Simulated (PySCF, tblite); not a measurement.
# FH9OSi4: geometry, infrared bands and NMR shifts

What infrared bands and NMR shifts should FH9OSi4 (`F[Si@@H]([SiH3])[SiH2]O[SiH3]`) show?

Programs: tblite 0.8.0 and PySCF 2.14.0, with density-fitted response routines of our own. Each step states its level of theory. These are calculated values for one molecule in the gas phase, unless marked as measured. Atoms count from 0, in the outputs and in this text.

### Step 1. The molecule as given

15 atoms, charge 0, multiplicity 1; geometry from: force field or distance geometry start.

Bonds of the start (Å): F0–Si1 1.70, Si1–Si2 2.22, Si1–Si3 2.24, Si3–O4 1.69, O4–Si5 1.70, Si1–H6 1.47, Si2–H7 1.47, Si2–H8 1.47, Si2–H9 1.47, Si3–H10 1.46, Si3–H11 1.47, Si5–H12 1.48, Si5–H13 1.49, Si5–H14 1.47.

### Step 2. Optimising the geometry with GFN2-xTB

The job: settings as JSON, then the geometry in Å.

```
{"job": {"kind": "relax", "xc": "GFN2-xTB", "basis": "xTB"}, "charge": 0, "multiplicity": 1}
F     -1.538700    -2.067300     1.276700
Si    -1.301300    -1.357100    -0.248600
Si    -2.306700     0.619500    -0.302800
Si     0.888900    -1.084300    -0.649100
O      1.105100     0.545700    -1.050400
Si     2.180700     1.306600     0.017200
H     -1.903900    -2.241900    -1.256400
H     -1.304700     1.663700    -0.060500
H     -3.381500     0.678500     0.698600
H     -2.877900     0.804200    -1.641700
H      1.228800    -1.969300    -1.760200
H      1.650900    -1.518800     0.528500
H      2.457400     0.490400     1.220800
H      3.457700     1.522700    -0.712400
H      1.641000     2.615300     0.412900
```

The run is started by

```console
OMP_NUM_THREADS=1 python probes_run.py task.json out
```

This one command runs all jobs of the session in turn.

**Question.** This job is followed by: GFN2-xTB harmonic vibrations, gas phase; GIAO PBE0/pcSseg-1 NMR shielding, non-relativistic, gas phase. Predict these results of the whole session: strongest single infrared mode (GFN2-xTB); zero-point energy (GFN2-xTB); 1H shifts against TMS (PBE0/pcSseg-1, means over atoms taken as alike); 19F shifts against CFCl3 (PBE0/pcSseg-1); 29Si shifts against TMS (PBE0/pcSseg-1); 17O shifts against H2O (PBE0/pcSseg-1); surface potential, 1st and 99th percentile.

The runs gave:

| quantity | value |
| --- | --- |
| strongest single infrared mode (GFN2-xTB) | 1087 cm⁻¹, 591 km/mol |
| zero-point energy (GFN2-xTB) | 49.5 kcal/mol |
| 1H shifts against TMS (PBE0/pcSseg-1, means over atoms taken as alike) | 6.23, 5.68, 5.61, 4.99, 3.68 ppm |
| 19F shifts against CFCl3 (PBE0/pcSseg-1) | -270.5 ppm |
| 29Si shifts against TMS (PBE0/pcSseg-1) | 20.3, -33.0, -39.9, -117.3 ppm |
| 17O shifts against H2O (PBE0/pcSseg-1) | -13.7 ppm |
| surface potential, 1st and 99th percentile | -1.14 V and 1.64 V |

In words: Relaxing lowered the energy by 1.020 eV in 137 steps; the close pair that moved most is Si1–Si2, from 2.218 to 2.323 Å. The lowest mode is imaginary (34i cm⁻¹), so the xTB geometry is not a minimum. The strongest single mode, at 1087 cm⁻¹, moves mainly O4. Unscaled tight-binding wavenumbers are off by several per cent, some by more. Its intensities can rank the bands wrongly. At PBE0/pcSseg-1: The widest tensor belongs to Si1: span 218 ppm, with a paramagnetic part of -549 ppm. At PBE0/pcSseg-1, counted by nearest atom on the grid, the HOMO lies on Si1 22 %; Si3 17 %, the LUMO on Si1 26 %; Si3 12 %.
